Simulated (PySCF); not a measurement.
# C6H9ClO: the cost of one run

Computed with PySCF 2.14.0 and routines of our own; the level stands in each step. Atoms count from 0.

## (1) The starting structure

17 atoms, charge 0, multiplicity 1; geometry from: GFN2-xTB.

## (2) Magnetic properties: GIAO B3LYP/pcSseg-1

What the job is given:

```
{"job": {"kind": "mag", "xc": "B3LYP", "basis": "pcSseg-1", "isotopologues": 2}, "charge": 0, "multiplicity": 1}
C      2.244454    -1.011962    -0.138523
C      0.910959    -0.780211     0.486396
C      0.003038     0.136879     0.167044
C      0.154028     1.140430    -0.926912
Cl     0.481928     2.764714    -0.214979
C     -1.295765     0.247403     0.920503
C     -2.494671    -0.182817     0.118562
O     -2.498478    -0.520931    -1.030185
H      2.532228    -0.218676    -0.820413
H      2.236443    -1.955558    -0.684363
H      3.000876    -1.091071     0.641030
H      0.679190    -1.465894     1.292625
H     -0.768053     1.237970    -1.498487
H      0.982159     0.923741    -1.596100
H     -1.275056    -0.347057     1.836468
H     -1.467008     1.289254     1.213289
H     -3.433272    -0.154182     0.708629
```

Level: GIAO B3LYP/pcSseg-1 magnetisability, rotational g tensor and spin-rotation constants, non-relativistic, gas phase.

On the command line:

```console
$ OMP_NUM_THREADS=1 python excited_run.py task.json out
```

This one command runs all jobs of the session in turn.

Q: Estimate the wall time and peak memory of this first job on 1 thread of Arm Neoverse V1, shared host.

About 40 s, with a peak of 0.82 GiB.
